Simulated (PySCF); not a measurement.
# C2H10N2Si: NMR shifts at several levels of theory, part 1 of 2

How much do the NMR shifts of C2H10N2Si (`C[Si](C)(N)N`) depend on the level of theory, and what does each level cost?

The runs use PySCF 2.14.0, with density-fitted response routines of our own; the level of theory stands in each step. All values are computed, except where a source is named. Atoms count from 0, in the outputs and in this text.

## Step 1: Starting geometry

15 atoms, charge 0, multiplicity 1; geometry from: PBE0-D3(BJ)/def2-SVP.

Bonds of the start (Å): C0–Si1 1.88, Si1–C2 1.88, Si1–N3 1.73, Si1–N4 1.73, C0–H5 1.10, C0–H6 1.10, C0–H7 1.10, C2–H8 1.10, C2–H9 1.10, C2–H10 1.10, N3–H11 1.01, N3–H12 1.01, N4–H13 1.01, N4–H14 1.01.

## Step 2: Nuclear shieldings: HF/pcSseg-1

The job: settings as JSON, then the geometry in Å.

```
{"job": {"kind": "nmr", "xc": "HF", "basis": "pcSseg-1", "pop": false}, "charge": 0, "multiplicity": 1}
C      1.622209    -0.288653     0.629125
Si    -0.156375    -0.138231     0.032805
C     -0.340684     1.476190    -0.914213
N     -0.702908    -1.373293    -1.055283
N     -1.131553    -0.315220     1.455142
H      1.885325     0.511285     1.341203
H      2.326489    -0.220610    -0.215148
H      1.785881    -1.254932     1.132128
H     -0.022109     2.333527    -0.300473
H      0.278910     1.477968    -1.826753
H     -1.386373     1.641993    -1.217157
H     -0.491125    -1.312389    -2.044098
H     -0.712219    -2.337989    -0.743474
H     -2.141160    -0.258847     1.382416
H     -0.809482     0.061276     2.338728
```

Method: GIAO HF/pcSseg-1 NMR shielding, non-relativistic, gas phase.

Started as:

```sh
$ OMP_NUM_THREADS=1 python probes_run.py task.json out
```

One launch serves the whole session: the jobs run in the order shown.

Output:

```text
final grid: 110048 points
cycle   1  E = -479.3731768791  dE =  3.908e-01  |g| = 4.127e-01  |ddm| = 3.162e+00
cycle   2  E = -479.4227916531  dE = -4.961e-02  |g| = 1.421e-01  |ddm| = 4.616e-01
cycle   3  E = -479.4278200843  dE = -5.028e-03  |g| = 5.818e-02  |ddm| = 1.585e-01
cycle   4  E = -479.4287153911  dE = -8.953e-04  |g| = 6.630e-03  |ddm| = 6.139e-02
cycle   5  E = -479.4287333512  dE = -1.796e-05  |g| = 1.555e-03  |ddm| = 1.028e-02
cycle   6  E = -479.4287346532  dE = -1.302e-06  |g| = 4.497e-04  |ddm| = 3.442e-03
cycle   7  E = -479.4287347524  dE = -9.917e-08  |g| = 1.340e-04  |ddm| = 7.513e-04
cycle   8  E = -479.4287347650  dE = -1.257e-08  |g| = 2.787e-05  |ddm| = 3.399e-04
cycle   9  E = -479.4287347656  dE = -6.418e-10  |g| = 9.145e-06  |ddm| = 7.143e-05
converged SCF energy = -479.4287347656

GIAO shielding tensors (ppm)
atom      isotropic    diamagn.    paramagn.     s11        s22        s33       span
  0 C      188.657     256.550     -67.892    183.589    186.632    195.751     12.162
  1 Si     401.916     875.777    -473.861    386.651    390.109    428.989     42.338
  2 C      188.720     256.495     -67.775    183.590    186.825    195.746     12.155
  3 N      249.842     320.825     -70.983    214.381    262.404    272.741     58.360
  4 N      250.279     320.805     -70.525    215.351    261.804    273.683     58.332
  5 H       31.773      32.192      -0.419     27.700     29.258     38.359     10.659
  6 H       31.847      32.093      -0.246     27.752     29.230     38.559     10.807
  7 H       31.566      31.451       0.116     27.347     28.880     38.471     11.123
  8 H       31.850      32.066      -0.217     27.724     29.241     38.584     10.860
  9 H       31.773      32.188      -0.416     27.692     29.324     38.302     10.610
 10 H       31.554      31.385       0.170     27.326     28.826     38.511     11.185
 11 H       31.546      32.105      -0.559     23.987     27.710     42.940     18.953
 12 H       31.299      31.302      -0.003     23.713     26.914     43.270     19.557
 13 H       31.293      31.287       0.006     23.704     26.836     43.339     19.635
 14 H       31.534      32.117      -0.583     23.946     27.770     42.885     18.939
```

It took 6.1 s on 1 thread of Arm Neoverse V1, shared host; peak memory 0.74 GiB.

Shifts follow as δ = σ(reference) − σ, with reference shieldings (ppm) from runs at the same level and on the same kind of geometry: ¹H TMS 31.69, ¹³C TMS 190.8, ²⁹Si TMS 393.4, ¹⁵N NH3 265.7. The references are single molecules in the gas phase, so shifts against H2O, NH3, PH3, H3PO4 or CFCl3 are not on the usual liquid scales and can be off by tens of ppm. Atoms listed in one row are averaged.

```
                  atoms                               environment  σ (ppm)  δ (ppm)
                 C0, C2                methyl carbon bonded to Si    188.7      2.2
     H11, H12, H13, H14       hydrogen on a nitrogen bonded to Si    31.42     0.27
H5, H6, H7, H8, H9, H10  hydrogen on a methyl carbon bonded to Si    31.73    -0.04
                    Si1                silicon bonded to 2 C, 2 N    401.9     -8.5
                 N3, N4                nitrogen bonded to Si, 2 H    250.1     15.7
```

## Step 3: NMR shieldings: LDA/pcSseg-1

Same as in step 2 but for these lines:

```diff
@@ -1,2 +1,2 @@
-{"job": {"kind": "nmr", "xc": "HF", "basis": "pcSseg-1", "pop": false}, "charge": 0, "multiplicity": 1}
+{"job": {"kind": "nmr", "xc": "LDA", "basis": "pcSseg-1", "pop": false}, "charge": 0, "multiplicity": 1}
 C      1.622209    -0.288653     0.629125
```

Method: GIAO LDA/pcSseg-1 NMR shielding, non-relativistic, gas phase.

Output:

```text
coarse grid: 12120 points
cycle   1  E = -478.2109540883  dE =  2.133e-01  |g| = 9.294e-01  |ddm| = 3.367e+00
cycle   2  E = -477.8389103071  dE =  3.720e-01  |g| = 1.542e+00  |ddm| = 2.282e+00
cycle   3  E = -478.4076272355  dE = -5.687e-01  |g| = 1.359e-01  |ddm| = 1.654e+00
cycle   4  E = -478.4111965603  dE = -3.569e-03  |g| = 5.228e-02  |ddm| = 1.753e-01
cycle   5  E = -478.4118598116  dE = -6.633e-04  |g| = 6.966e-03  |ddm| = 4.776e-02
cycle   6  E = -478.4118683951  dE = -8.583e-06  |g| = 1.740e-03  |ddm| = 8.406e-03
final grid: 110048 points
cycle   7  E = -478.4502246434  dE = -3.049e-05  |g| = 4.885e-03  |ddm| = 1.937e-02
cycle   8  E = -478.4502169263  dE =  7.717e-06  |g| = 7.566e-03  |ddm| = 1.150e-02
cycle   9  E = -478.4502306244  dE = -1.370e-05  |g| = 7.485e-04  |ddm| = 6.996e-03
cycle  10  E = -478.4502307401  dE = -1.156e-07  |g| = 2.157e-04  |ddm| = 9.713e-04
cycle  11  E = -478.4502307488  dE = -8.737e-09  |g| = 8.081e-05  |ddm| = 2.422e-04
cycle  12  E = -478.4502307504  dE = -1.558e-09  |g| = 7.080e-06  |ddm| = 7.782e-05
cycle  13  E = -478.4502307504  dE = -1.432e-11  |g| = 1.683e-06  |ddm| = 8.326e-06
converged SCF energy = -478.4502307504

GIAO shielding tensors (ppm)
atom      isotropic    diamagn.    paramagn.     s11        s22        s33       span
  0 C      178.815     256.626     -77.811    170.748    174.648    191.048     20.300
  1 Si     323.484     881.248    -557.764    301.673    307.963    360.816     59.143
  2 C      178.920     256.571     -77.651    170.849    174.946    190.965     20.116
  3 N      236.577     317.739     -81.162    195.823    248.348    265.560     69.738
  4 N      237.194     317.696     -80.501    197.052    247.802    266.729     69.677
  5 H       30.830      31.355      -0.525     26.967     28.586     36.938      9.971
  6 H       31.044      31.233      -0.190     27.310     28.717     37.104      9.794
  7 H       30.771      30.678       0.093     26.971     28.283     37.059     10.089
  8 H       31.042      31.209      -0.166     27.264     28.726     37.137      9.873
  9 H       30.831      31.344      -0.513     26.965     28.656     36.874      9.909
 10 H       30.763      30.622       0.141     26.953     28.228     37.106     10.153
 11 H       30.833      31.387      -0.554     23.860     27.324     41.315     17.454
 12 H       30.676      30.633       0.043     23.762     26.388     41.878     18.116
 13 H       30.667      30.614       0.053     23.731     26.314     41.956     18.225
 14 H       30.818      31.394      -0.575     23.828     27.379     41.248     17.421
```

It took 16 s on 1 thread of Arm Neoverse V1, shared host; peak memory 0.67 GiB.

In short: δ C0 1.9, Si1 -5.1, N3 35.0, H11 0.08, H5 -0.05 ppm (means over like atoms).

## Step 4: NMR shieldings: PBE/pcSseg-1

Same as in step 3 but for these lines:

```diff
@@ -1,2 +1,2 @@
-{"job": {"kind": "nmr", "xc": "LDA", "basis": "pcSseg-1", "pop": false}, "charge": 0, "multiplicity": 1}
+{"job": {"kind": "nmr", "xc": "PBE", "basis": "pcSseg-1", "pop": false}, "charge": 0, "multiplicity": 1}
 C      1.622209    -0.288653     0.629125
```

With the program's defaults for keys left out, this is: GIAO PBE/pcSseg-1 NMR shielding, non-relativistic, gas phase.

Output:

```text
coarse grid: 12120 points
cycle   1  E = -480.6538001114  dE =  2.169e-01  |g| = 9.113e-01  |ddm| = 3.362e+00
cycle   2  E = -480.3160313795  dE =  3.378e-01  |g| = 1.482e+00  |ddm| = 2.249e+00
cycle   3  E = -480.8430393913  dE = -5.270e-01  |g| = 1.316e-01  |ddm| = 1.623e+00
cycle   4  E = -480.8466248236  dE = -3.585e-03  |g| = 4.659e-02  |ddm| = 1.672e-01
cycle   5  E = -480.8471509746  dE = -5.262e-04  |g| = 6.928e-03  |ddm| = 4.277e-02
cycle   6  E = -480.8471617433  dE = -1.077e-05  |g| = 1.865e-03  |ddm| = 9.683e-03
cycle   7  E = -480.8471626021  dE = -8.588e-07  |g| = 3.479e-04  |ddm| = 2.645e-03
final grid: 110048 points
cycle   8  E = -480.8771722443  dE = -1.255e-05  |g| = 1.544e-02  |ddm| = 2.835e-02
cycle   9  E = -480.8770797300  dE =  9.251e-05  |g| = 2.567e-02  |ddm| = 3.271e-02
cycle  10  E = -480.8772251789  dE = -1.454e-04  |g| = 1.773e-03  |ddm| = 2.133e-02
cycle  11  E = -480.8772258596  dE = -6.807e-07  |g| = 4.051e-04  |ddm| = 1.965e-03
cycle  12  E = -480.8772258963  dE = -3.665e-08  |g| = 2.016e-05  |ddm| = 3.603e-04
cycle  13  E = -480.8772258963  dE = -6.344e-11  |g| = 4.307e-06  |ddm| = 2.580e-05
converged SCF energy = -480.8772258963

GIAO shielding tensors (ppm)
atom      isotropic    diamagn.    paramagn.     s11        s22        s33       span
  0 C      178.243     255.767     -77.525    171.368    174.834    188.526     17.158
  1 Si     342.374     880.970    -538.596    322.186    328.340    376.597     54.410
  2 C      178.349     255.715     -77.366    171.454    175.131    188.463     17.009
  3 N      236.771     317.436     -80.665    196.567    249.798    263.949     67.382
  4 N      237.329     317.397     -80.068    197.702    249.217    265.069     67.367
  5 H       31.202      31.770      -0.568     27.478     29.020     37.109      9.632
  6 H       31.405      31.639      -0.234     27.813     29.150     37.253      9.441
  7 H       31.146      31.063       0.082     27.492     28.746     37.198      9.706
  8 H       31.404      31.614      -0.210     27.766     29.159     37.285      9.519
  9 H       31.204      31.759      -0.555     27.474     29.089     37.048      9.575
 10 H       31.138      31.007       0.131     27.476     28.694     37.244      9.767
 11 H       31.306      31.867      -0.561     24.364     27.984     41.570     17.206
 12 H       31.153      31.112       0.041     24.284     27.090     42.084     17.800
 13 H       31.143      31.096       0.048     24.256     27.016     42.159     17.903
 14 H       31.293      31.872      -0.579     24.333     28.040     41.506     17.173
```

It took 20 s on 1 thread of Arm Neoverse V1, shared host; peak memory 0.76 GiB.

In short: δ C0 1.7, Si1 -7.8, N3 28.0, H11 -0.03, H5 -0.05 ppm (means over like atoms).

## Step 5: Nuclear shieldings: BLYP/pcSseg-1

Same as in step 4 but for these lines:

```diff
@@ -1,2 +1,2 @@
-{"job": {"kind": "nmr", "xc": "PBE", "basis": "pcSseg-1", "pop": false}, "charge": 0, "multiplicity": 1}
+{"job": {"kind": "nmr", "xc": "BLYP", "basis": "pcSseg-1", "pop": false}, "charge": 0, "multiplicity": 1}
 C      1.622209    -0.288653     0.629125
```

Method: GIAO BLYP/pcSseg-1 NMR shielding, non-relativistic, gas phase.

Output:

```text
coarse grid: 12120 points
cycle   1  E = -480.9292922675  dE =  2.415e-01  |g| = 9.766e-01  |ddm| = 3.368e+00
cycle   2  E = -480.5070399404  dE =  4.223e-01  |g| = 1.624e+00  |ddm| = 2.494e+00
cycle   3  E = -481.1422021753  dE = -6.352e-01  |g| = 1.521e-01  |ddm| = 1.855e+00
cycle   4  E = -481.1468625347  dE = -4.660e-03  |g| = 5.834e-02  |ddm| = 1.945e-01
cycle   5  E = -481.1476905037  dE = -8.280e-04  |g| = 8.894e-03  |ddm| = 5.414e-02
cycle   6  E = -481.1477102186  dE = -1.971e-05  |g| = 2.073e-03  |ddm| = 1.267e-02
cycle   7  E = -481.1477112504  dE = -1.032e-06  |g| = 3.468e-04  |ddm| = 2.871e-03
final grid: 110048 points
cycle   8  E = -481.1825245780  dE = -2.162e-05  |g| = 1.091e-02  |ddm| = 2.346e-02
cycle   9  E = -481.1824749774  dE =  4.960e-05  |g| = 1.852e-02  |ddm| = 2.399e-02
cycle  10  E = -481.1825509214  dE = -7.594e-05  |g| = 1.375e-03  |ddm| = 1.574e-02
cycle  11  E = -481.1825512995  dE = -3.781e-07  |g| = 3.720e-04  |ddm| = 1.543e-03
cycle  12  E = -481.1825513319  dE = -3.237e-08  |g| = 4.563e-05  |ddm| = 3.530e-04
cycle  13  E = -481.1825513322  dE = -3.805e-10  |g| = 1.456e-05  |ddm| = 6.409e-05
converged SCF energy = -481.1825513322

GIAO shielding tensors (ppm)
atom      isotropic    diamagn.    paramagn.     s11        s22        s33       span
  0 C      173.594     254.243     -80.649    166.739    170.080    183.963     17.224
  1 Si     334.640     880.612    -545.972    314.209    320.356    369.354     55.146
  2 C      173.704     254.191     -80.487    166.820    170.391    183.901     17.081
  3 N      234.211     316.803     -82.592    192.173    248.021    262.439     70.266
  4 N      234.780     316.764     -81.984    193.319    247.463    263.559     70.240
  5 H       31.364      31.881      -0.516     27.802     29.290     37.001      9.199
  6 H       31.576      31.746      -0.170     28.153     29.417     37.159      9.007
  7 H       31.322      31.155       0.167     27.841     29.041     37.083      9.242
  8 H       31.574      31.720      -0.146     28.104     29.427     37.190      9.086
  9 H       31.366      31.869      -0.504     27.797     29.359     36.941      9.144
 10 H       31.314      31.098       0.217     27.826     28.989     37.127      9.302
 11 H       31.495      32.003      -0.508     24.645     28.317     41.522     16.877
 12 H       31.345      31.245       0.100     24.575     27.449     42.013     17.438
 13 H       31.337      31.229       0.108     24.548     27.376     42.088     17.540
 14 H       31.483      32.007      -0.524     24.615     28.375     41.460     16.845
```

Run time: 18 s. Hardware: 1 thread of Arm Neoverse V1, shared host; peak memory 0.76 GiB.

Key values: δ C0 1.7, Si1 -11.2, N3 28.1, H11 -0.05, H5 -0.06 ppm (means over like atoms).

## Step 6: Shielding tensors: BP86/pcSseg-1

Same as in step 5 but for these lines:

```diff
@@ -1,2 +1,2 @@
-{"job": {"kind": "nmr", "xc": "BLYP", "basis": "pcSseg-1", "pop": false}, "charge": 0, "multiplicity": 1}
+{"job": {"kind": "nmr", "xc": "BP86", "basis": "pcSseg-1", "pop": false}, "charge": 0, "multiplicity": 1}
 C      1.622209    -0.288653     0.629125
```

Method: GIAO BP86/pcSseg-1 NMR shielding, non-relativistic, gas phase.

Output:

```text
coarse grid: 12120 points
cycle   1  E = -481.0932863432  dE =  2.151e-01  |g| = 8.999e-01  |ddm| = 3.362e+00
cycle   2  E = -480.7754630339  dE =  3.178e-01  |g| = 1.453e+00  |ddm| = 2.116e+00
cycle   3  E = -481.2774270063  dE = -5.020e-01  |g| = 1.306e-01  |ddm| = 1.513e+00
cycle   4  E = -481.2810371302  dE = -3.610e-03  |g| = 4.276e-02  |ddm| = 1.611e-01
cycle   5  E = -481.2814813441  dE = -4.442e-04  |g| = 6.546e-03  |ddm| = 3.815e-02
cycle   6  E = -481.2814910400  dE = -9.696e-06  |g| = 1.759e-03  |ddm| = 9.051e-03
final grid: 110048 points
cycle   7  E = -481.3111579384  dE = -3.563e-05  |g| = 6.301e-03  |ddm| = 2.268e-02
cycle   8  E = -481.3111452590  dE =  1.268e-05  |g| = 9.607e-03  |ddm| = 1.327e-02
cycle   9  E = -481.3111669059  dE = -2.165e-05  |g| = 9.048e-04  |ddm| = 8.338e-03
cycle  10  E = -481.3111670340  dE = -1.282e-07  |g| = 3.477e-04  |ddm| = 1.162e-03
cycle  11  E = -481.3111670619  dE = -2.789e-08  |g| = 6.594e-05  |ddm| = 3.550e-04
cycle  12  E = -481.3111670629  dE = -9.802e-10  |g| = 1.260e-05  |ddm| = 7.415e-05
converged SCF energy = -481.3111670629

GIAO shielding tensors (ppm)
atom      isotropic    diamagn.    paramagn.     s11        s22        s33       span
  0 C      177.843     256.243     -78.400    171.092    174.555    187.882     16.789
  1 Si     342.121     881.095    -538.974    322.054    328.047    376.263     54.209
  2 C      177.945     256.191     -78.246    171.169    174.845    187.820     16.651
  3 N      236.128     317.999     -81.872    196.383    249.014    262.986     66.603
  4 N      236.672     317.961     -81.290    197.499    248.442    264.074     66.575
  5 H       31.276      31.872      -0.596     27.562     29.108     37.158      9.596
  6 H       31.468      31.750      -0.283     27.881     29.225     37.296      9.416
  7 H       31.206      31.161       0.045     27.550     28.830     37.239      9.689
  8 H       31.466      31.724      -0.258     27.836     29.235     37.328      9.492
  9 H       31.277      31.863      -0.585     27.558     29.177     37.097      9.539
 10 H       31.198      31.103       0.095     27.533     28.778     37.284      9.750
 11 H       31.373      31.927      -0.554     24.447     28.095     41.578     17.131
 12 H       31.205      31.167       0.038     24.340     27.204     42.072     17.733
 13 H       31.196      31.151       0.046     24.313     27.130     42.146     17.833
 14 H       31.361      31.934      -0.572     24.416     28.153     41.514     17.098
```

Run time: 18 s. Hardware: 1 thread of Arm Neoverse V1, shared host; peak memory 0.76 GiB.

Key values: δ C0 1.9, Si1 -8.2, N3 26.7, H11 -0.02, H5 -0.05 ppm (means over like atoms).

## Step 7: Shielding tensors: OPBE/pcSseg-1

Same as in step 6 but for these lines:

```diff
@@ -1,2 +1,2 @@
-{"job": {"kind": "nmr", "xc": "BP86", "basis": "pcSseg-1", "pop": false}, "charge": 0, "multiplicity": 1}
+{"job": {"kind": "nmr", "xc": "OPBE", "basis": "pcSseg-1", "pop": false}, "charge": 0, "multiplicity": 1}
 C      1.622209    -0.288653     0.629125
```

With the program's defaults for keys left out, this is: GIAO OPBE/pcSseg-1 NMR shielding, non-relativistic, gas phase.

Output:

```text
coarse grid: 12120 points
cycle   1  E = -480.9829130927  dE =  1.638e-01  |g| = 8.144e-01  |ddm| = 3.361e+00
cycle   2  E = -480.7546233982  dE =  2.283e-01  |g| = 1.265e+00  |ddm| = 1.980e+00
cycle   3  E = -481.1416624432  dE = -3.870e-01  |g| = 9.820e-02  |ddm| = 1.350e+00
cycle   4  E = -481.1437223369  dE = -2.060e-03  |g| = 3.844e-02  |ddm| = 1.307e-01
cycle   5  E = -481.1440739926  dE = -3.517e-04  |g| = 5.245e-03  |ddm| = 3.513e-02
cycle   6  E = -481.1440807615  dE = -6.769e-06  |g| = 1.754e-03  |ddm| = 8.118e-03
final grid: 110048 points
cycle   7  E = -481.1484287687  dE = -1.435e-04  |g| = 1.130e-02  |ddm| = 4.231e-02
cycle   8  E = -481.1484030303  dE =  2.574e-05  |g| = 1.450e-02  |ddm| = 2.200e-02
cycle   9  E = -481.1484544758  dE = -5.145e-05  |g| = 1.559e-03  |ddm| = 1.333e-02
cycle  10  E = -481.1484548214  dE = -3.456e-07  |g| = 3.860e-04  |ddm| = 1.261e-03
cycle  11  E = -481.1484548530  dE = -3.162e-08  |g| = 9.082e-05  |ddm| = 4.384e-04
cycle  12  E = -481.1484548548  dE = -1.781e-09  |g| = 2.195e-05  |ddm| = 9.791e-05
cycle  13  E = -481.1484548549  dE = -1.312e-10  |g| = 3.148e-06  |ddm| = 2.876e-05
converged SCF energy = -481.1484548549

GIAO shielding tensors (ppm)
atom      isotropic    diamagn.    paramagn.     s11        s22        s33       span
  0 C      183.346     256.852     -73.507    177.422    180.573    192.041     14.619
  1 Si     367.454     881.362    -513.908    348.650    354.649    399.064     50.413
  2 C      183.448     256.803     -73.355    177.505    180.838    192.002     14.497
  3 N      241.060     318.256     -77.196    203.636    253.944    265.602     61.966
  4 N      241.545     318.224     -76.679    204.654    253.354    266.627     61.973
  5 H       31.239      31.873      -0.635     27.435     28.970     37.312      9.877
  6 H       31.408      31.742      -0.334     27.699     29.100     37.426      9.727
  7 H       31.155      31.164      -0.009     27.394     28.689     37.383      9.989
  8 H       31.407      31.716      -0.309     27.657     29.108     37.457      9.800
  9 H       31.240      31.861      -0.622     27.428     29.036     37.254      9.825
 10 H       31.148      31.108       0.040     27.379     28.638     37.427     10.048
 11 H       31.349      31.959      -0.610     24.273     27.957     41.819     17.546
 12 H       31.196      31.204      -0.009     24.195     27.088     42.304     18.109
 13 H       31.187      31.193      -0.006     24.172     27.014     42.375     18.204
 14 H       31.336      31.964      -0.628     24.240     28.012     41.756     17.515
```

Run time: 19 s. Hardware: 1 thread of Arm Neoverse V1, shared host; peak memory 0.76 GiB.

This run: δ C0 1.7, Si1 -7.2, N3 22.8, H5 -0.04, H11 -0.04 ppm (means over like atoms).

(Continued in part 2 of 2.)
